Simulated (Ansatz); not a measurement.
# TaTi4: the cost of one run

Program: Ansatz 0.2.0. Level of theory: DFT PBE, scalar-relativistic, plane waves, PAW, unless a step names another level. These are calculated values, not measurements.

3 further runs of the same task are left out: 1 that didn't finish, 2 set aside as unsound or not needed.

### Step 1. Starting point

It takes space group P6_3/mmc (No. 194, hexagonal). The conventional cell has a = 2.930 Å, b = 2.930 Å, c = 23.741 Å, α = 90.00°, β = 90.00°, γ = 120.00°. Ti (site symmetry 3m) is surrounded by 12 Ti at 2.87 to 2.93 Å. Ti (site symmetry 3m) has 9 Ti at 2.87 to 2.93 Å and 3 Ta at 2.97 Å as nearest neighbours. Around Ta (site symmetry -6m2) lie 6 Ta at 2.93 Å and 6 Ti at 2.97 Å.

As a file:

```xyz
10
Lattice="2.9298 0.0000 0.0000 -1.4649 2.5372 0.0000 0.0000 0.0000 23.7408" Properties=species:S:1:pos:R:3 pbc="T T T"
Ti    0.0000    1.6915    1.1785
Ti    1.4649    0.8457    3.4947
Ti    1.4649    0.8457    8.3757
Ti    0.0000    1.6915   20.2461
Ti    1.4649    0.8457   22.5623
Ti    1.4649    0.8457   13.0489
Ti    0.0000    1.6915   10.6919
Ti    0.0000    1.6915   15.3651
Ta    0.0000    1.6915    5.9352
Ta    1.4649    0.8457   17.8056
```

It came out lowest among 22 distinct ends of the trial cells. At a tolerance of 0.05 Å it has space group P6_3/mmc (No. 194).

### Step 2. Tight relaxation for the response runs, on the response runs' mesh and smearing

input.yaml

```yaml
crystal:
  lattice:
    - [2.929760648, 0.0, 0.0]
    - [-1.464880324, 2.5372471482, 0.0]
    - [0.0, 0.0, 23.7408364984]
  atoms:
    - { symbol: Ti, position: [0.3333333333, 0.6666666667, 0.049641398] }
    - { symbol: Ti, position: [0.6666666667, 0.3333333333, 0.1472022183] }
    - { symbol: Ti, position: [0.6666666667, 0.3333333333, 0.3527977817] }
    - { symbol: Ti, position: [0.3333333333, 0.6666666667, 0.8527977817] }
    - { symbol: Ti, position: [0.6666666667, 0.3333333333, 0.950358602] }
    - { symbol: Ti, position: [0.6666666667, 0.3333333333, 0.549641398] }
    - { symbol: Ti, position: [0.3333333333, 0.6666666667, 0.450358602] }
    - { symbol: Ti, position: [0.3333333333, 0.6666666667, 0.6472022183] }
    - { symbol: Ta, position: [0.3333333333, 0.6666666667, 0.25] }
    - { symbol: Ta, position: [0.6666666667, 0.3333333333, 0.75] }
basis:
  ecutwfc: 420
kpoints:
  mp_grid: { grid: [12, 12, 2] }
hamiltonian:
  xc: pbe
scf:
  occupations: { method: gaussian, width: 0.1 }
output:
  forces: true
  stress: true
  eigenvalues: true
  write_density: true
  write_potential: true
  elf: true
  volumetric_format: npy
relax:
  adjacent_minimum: "off"
  f_tol: 0.001
  max_steps: 60
  cell: { stress_tol: 0.01 }
```

The run is started by

```bash
$ ansatz run input.yaml --threads 3 --pin off --max-ram 7680MiB --backend cpu --events-out ev --progress --plain --runs-dir out
```

Q: Estimate wall time and peak memory on 3 threads of Intel Xeon at 2.70GHz, shared host.

About 52 s, with a peak of 0.83 GiB.
